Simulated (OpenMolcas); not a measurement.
# Cu²⁺ among point charges: CASSCF and CASPT2 levels and susceptibility

How does a field of 4 point charges split the states of Cu²⁺, and what χT follows?

Program: OpenMolcas 26.06. Level of theory: state-averaged CASSCF and CASPT2, spin-orbit coupling by RASSI with atomic mean-field integrals. These are calculated values, not measurements, unless marked.

**1. What is computed**

```
Species                           : Cu²⁺ (copper, Z = 29, 27 electrons)
Basis                             : ANO-RCC-VDZP [5s4p2d1f], 34 functions
Scalar Hamiltonian                : DKH2, point nucleus
Inactive shells                   : 1s 2s 2p 3s 3p
Active space                      : 9 electrons in 5 orbitals (3d)
Some configurations of this space : 3d⁹
Orbitals                          : optimised for each spin and parity, averaged over all roots
```

The outer shells:

3d9
```
3d [↑↓][↑↓][↑↓][↑↓][↑ ]
```

The ion sits among 4 point charges of -2 e arranged as a square (D4h), 1.93 Å from the ion.

Each step is its own input file, run in one work folder so that later steps find the files of earlier ones. Labels, J, g values, rates, χT and fits are worked out afterwards by a script from the matrices that RASSI stores. The input lists half of the charges; inversion (Group=XYZ) makes the rest.

**2. Basis and integrals**

a.inp reads:

```
&GATEWAY
Coord
1

Cu 0.0 0.0 0.0
Basis=ANO-RCC-VDZP
Group=XYZ
NoMove
AngMom=0.0 0.0 0.0
AMFI
XField
2 Angstrom 0
1.930000 0.000000 0.000000 -2.000000
0.000000 1.930000 0.000000 -2.000000
&SEWARD
```

Run with:

```sh
> OMP_NUM_THREADS=1 MOLCAS_MEM=1689 MOLCAS_PROJECT=a pymolcas a.inp > a.log
```

Log:

```text
Basis set label: CU.ANO-RCC...5S4P2D1F.

      Electronic valence basis set:
      ------------------
      Associated Effective Charge  29.000000 au
      Associated Actual Charge     29.000000 au
      Nuclear Model: Point charge

      Shell  nPrim  nBasis  Cartesian Spherical Contaminant
         s      21       5        X
         p      15       4        X
         d      10       2                 X
         f       6       1                 X
                  Relativistic Douglas-Kroll-Hess integrals:
                    - DKH order of Hamiltonian: 2
                    - DKH order of Properties : 0
                  Atomic mean-field integrals
```

**3. CASSCF: doublets of even parity, 5 roots**

a.inp reads:

```
&RASSCF
FileOrb=start.orb
Symmetry=1
Spin=2
nActEl=9 0 0
Inactive=3 6
Ras2=5 0
CIRoot=5 5 1
SDav=5
CIMx=300
Iter=120 100
PrWF=0.3
OrbListing=Nothing
MaxOrb=0
>>> COPY $Project.JobIph JOB001
```

Run with:

```sh
> OMP_NUM_THREADS=1 MOLCAS_MEM=1689 MOLCAS_PROJECT=a pymolcas a.inp > a.log
```

start.orb holds the contracted functions of the basis, ordered by shell, or the orbitals of the step before.

Log, shortened:

```text
[...]
      Number of active orbitals                  5
[...]
      Spin quantum number                      0.5
[...]
      Active orbitals                            5   0
[...]
      Number of CSFs                             5
      Number of root(s) required                 5
[...]
      Convergence after 12 iterations
[...]
      Natural orbitals and occupation numbers for root  1
      sym 1:   2.000000   1.000000   2.000000   2.000000   2.000000
      Natural orbitals and occupation numbers for root  2
      sym 1:   1.000000   2.000000   2.000000   2.000000   2.000000
      Natural orbitals and occupation numbers for root  3
      sym 1:   2.000000   2.000000   2.000000   2.000000   1.000000
::    RASSCF root number  1 Total energy:  -1656.66203918
::    RASSCF root number  2 Total energy:  -1656.64496686
::    RASSCF root number  3 Total energy:  -1656.60426727
::    RASSCF root number  4 Total energy:  -1656.60426727
::    RASSCF root number  5 Total energy:  -1656.58729550
```

**4. RASSI: spin-orbit coupling between the states**

a.inp reads:

```
&RASSI
NrOfJobIphs=1 5
1 2 3 4 5
IphNames
JOB001
EJob
SpinOrbit
DIPRint=1.0
SOCoupling=1000.0
Subsets=2
Property=9
'ANGMOM' 1 'ANGMOM' 2 'ANGMOM' 3 'MLTPL  1' 1 'MLTPL  1' 2 'MLTPL  1' 3
'AMFI' 1 'AMFI' 2 'AMFI' 3
SOProperty=3
'ANGMOM' 1 'ANGMOM' 2 'ANGMOM' 3
```

Run with:

```sh
> OMP_NUM_THREADS=1 MOLCAS_MEM=1689 MOLCAS_PROJECT=a pymolcas a.inp > a.log
```

Log, shortened:

```text
SPIN-FREE ENERGIES:
  (Shifted by EMIN (a.u.) =      -1656.6620391774)
 SF State       Relative EMIN(au)   Rel lowest level(eV)    D:o, cm**(-1)      L_eff
     1             0.0000000000        0.0000000000              0.0000         2.0
     2             0.0170723135        0.4645613158           3746.9397         2.0
     3             0.0577719108        1.5720537777          12679.4688         2.0
     4             0.0577719108        1.5720537777          12679.4688         2.0
     5             0.0747436822        2.0338792056          16404.3421         2.0
     Dipole printing threshold changed to   1.00000000E+00
Eigenvalues of complex Hamiltonian:
   -----------------------------------
  (Shifted by EMIN (a.u.) =      -1656.6620391774)
 SO State       Relative EMIN(au)   Rel lowest level(eV)    D:o, cm**(-1)     J-value
     1            -0.0009793743        0.0000000000              0.0000         1.2
     2            -0.0009793743        0.0000000000              0.0000         1.2
     3             0.0176934826        0.5081143226           4098.2184         1.2
     4             0.0176934826        0.5081143226           4098.2184         1.2
     5             0.0562395795        1.5570070519          12558.1088         1.8
     6             0.0562395795        1.5570070519          12558.1088         1.8
     7             0.0584160809        1.6162326719          13035.7956         2.1
     8             0.0584160809        1.6162326719          13035.7956         2.1
     9             0.0759900485        2.0944446937          16892.8357         1.8
    10             0.0759900485        2.0944446937          16892.8357         1.8
Weights of the five most important spin-orbit-free states for each spin-orbit state.
[...]
```

Time for these steps: 1.5 s (1 thread of Arm Neoverse V2, shared host).

States without spin-orbit coupling:

```tsv
state	degeneracy	E (cm-1)	free-ion L (%)
2B1	1	0	D (100)
2B2	1	3747	D (100)
2E	2	12679	D (100)
2A1	1	16404	D (100)
```

With spin-orbit coupling:

```tsv
E (cm-1)	Degeneracy	Label	2S+1	g
0.0	2	E3/2	2	1.95 1.95 3.65
4098	2	E3/2	2	0.34 2.00 2.00
12558	2	E3/2	2	0.05 0.05 3.98
13036	2	E1/2	2	0.14 1.39 1.39
16893	2	E1/2	2	0.62 0.62 1.86
```

Principal g values are given for doublets only; a zero marks a field direction without first-order Zeeman splitting.

Powder χT (cm³ K/mol): 0.65 at 2 K, 0.65 at 5 K, 0.65 at 10 K, 0.66 at 20 K, 0.66 at 50 K, 0.67 at 100 K, 0.68 at 150 K, 0.69 at 200 K, 0.70 at 250 K, 0.71 at 300 K.

**5. CASPT2: IPEA 0.25, imaginary shift 0.1 (closed shells correlated: 3s 3p)**

a.inp reads:

```
>>> COPY JOB001 $Project.JobIph
&CASPT2
Multistate=5 1 2 3 4 5
NoMult
Frozen=2 3
IPEA=0.25
Imaginary=0.1
MaxIter=60
WThr=0.0 0.3 0.05
PrWF=0.5
NoMix
```

Log:

```text
Orbital specifications:
      -----------------------

      Symmetry species                           1   2
                                                ag  au
      Frozen orbitals                            2   3
      Inactive orbitals                          1   3
      Active orbitals                            5   0
      Secondary orbitals                         7  13
      Deleted orbitals                           0   0
      Number of basis functions                 15  19
Type of calculation                        SS-CASPT2
      Fock operator                              state-specific
      IPEA shift                                 0.25
      Real shift                                 0.00
      Imaginary shift                            0.10
      The input orbitals will be transformed to quasi-canonical
Reference energy:       -1656.6620391774
      E2 (Non-variational):      -0.5354516284
      Shift correction:          -0.0001344248
      E2 (Variational):          -0.5355860532
      Total energy:           -1657.1976252306
      Residual norm:              0.0000007664
      Reference weight:           0.92895
      Contributions to the CASPT2 correlation energy
      Active & Virtual Only:         -0.3091269400
      One Inactive Excited:          -0.1768066230
      Two Inactive Excited:          -0.0495180654
Reference energy:       -1656.6449668639
      E2 (Non-variational):      -0.5321943538
      Shift correction:          -0.0001329040
      E2 (Variational):          -0.5323272577
      Total energy:           -1657.1772941217
      Residual norm:              0.0000001303
      Reference weight:           0.92958
      Contributions to the CASPT2 correlation energy
      Active & Virtual Only:         -0.3067147259
      One Inactive Excited:          -0.1760127342
      Two Inactive Excited:          -0.0494668937
::    CASPT2 Root  1     Total energy:  -1657.19762523
::    CASPT2 Root  2     Total energy:  -1657.17729412
::    CASPT2 Root  3     Total energy:  -1657.13430015
::    CASPT2 Root  4     Total energy:  -1657.13430015
::    CASPT2 Root  5     Total energy:  -1657.11299260
```

This run: 0.41 s of run time, 1 thread of Arm Neoverse V2, shared host.

SS-CASPT2: lowest energy less the reference's lowest, -0.5356 hartree; reference weights 0.929 to 0.931.

States without spin-orbit coupling:

```tsv
state	degeneracy	E (cm-1)	free-ion L (%)
2B1	1	0	D (100)
2B2	1	4462	D (100)
2E	2	13898	D (100)
2A1	1	18575	D (100)
```

With spin-orbit coupling:

| E (cm-1) | Degeneracy | Label | 2S+1 | g |
| --- | --- | --- | --- | --- |
| 0 | 2 | E3/2 | 2 | 1.99 1.99 3.42 |
| 4760 | 2 | E3/2 | 2 | 0.56 2.04 2.04 |
| 13740 | 2 | E3/2 | 2 | 0.05 0.05 3.99 |
| 14280 | 2 | E1/2 | 2 | 0.09 1.11 1.11 |
| 18980 | 2 | E1/2 | 2 | 0.89 0.89 1.91 |

Powder χT (cm³ K/mol): 0.61 at 2 K, 0.61 at 5 K, 0.61 at 10 K, 0.62 at 20 K, 0.62 at 50 K, 0.63 at 100 K, 0.64 at 150 K, 0.65 at 200 K, 0.65 at 250 K, 0.66 at 300 K.

**6. The methods side by side**

A. CASSCF
B. SS-CASPT2, IPEA 0.25, imaginary shift 0.1 (closed shells correlated: 3s 3p)

```tsv
method	ground state	first state of that spin (cm-1)	first gap with spin-orbit (cm-1)	χT at 300 K
A	2B1	2B2 3747	4098.2	0.71
B	2B1	2B2 4462	4761.0	0.66
```

**7. Summary of results**

| quantity | value |
| --- | --- |
| method | SS-CASPT2, IPEA 0.25, imaginary shift 0.1 (closed shells correlated: 3s 3p) |
| spin-free ground state | 2B1, 1-fold in its orbital part |
| first state of the same spin within the active space | 2B2 at 4460 cm⁻¹ |
| lowest level | 2-fold E3/2, g = 1.99, 1.99, 3.42 |
| next level | 4761.0 cm⁻¹ |
| χT at 300 K | 0.66 cm³ K/mol |
| effective moment at 300 K | 2.30 μB |

Cost by method:

```tsv
method	time of its own steps	time with the reference
A. CASSCF	1.5 s	1.5 s
B. SS-CASPT2, IPEA 0.25, imaginary shift 0.1, +3s 3p	0.41 s	1.9 s
```

Times are of one thread on a shared host.

**Reading.** The spin-free ground state (2B1) comes to 100 % from free-ion D terms and keeps the highest spin of the shell. χT at 300 K is 0.66, against 0.38 cm³ K/mol for the spin alone, so orbital moment adds to it. The field of point charges can differ much from that of real complexes. Point charges carry no covalency, so the field is a model and not that of real ligands.
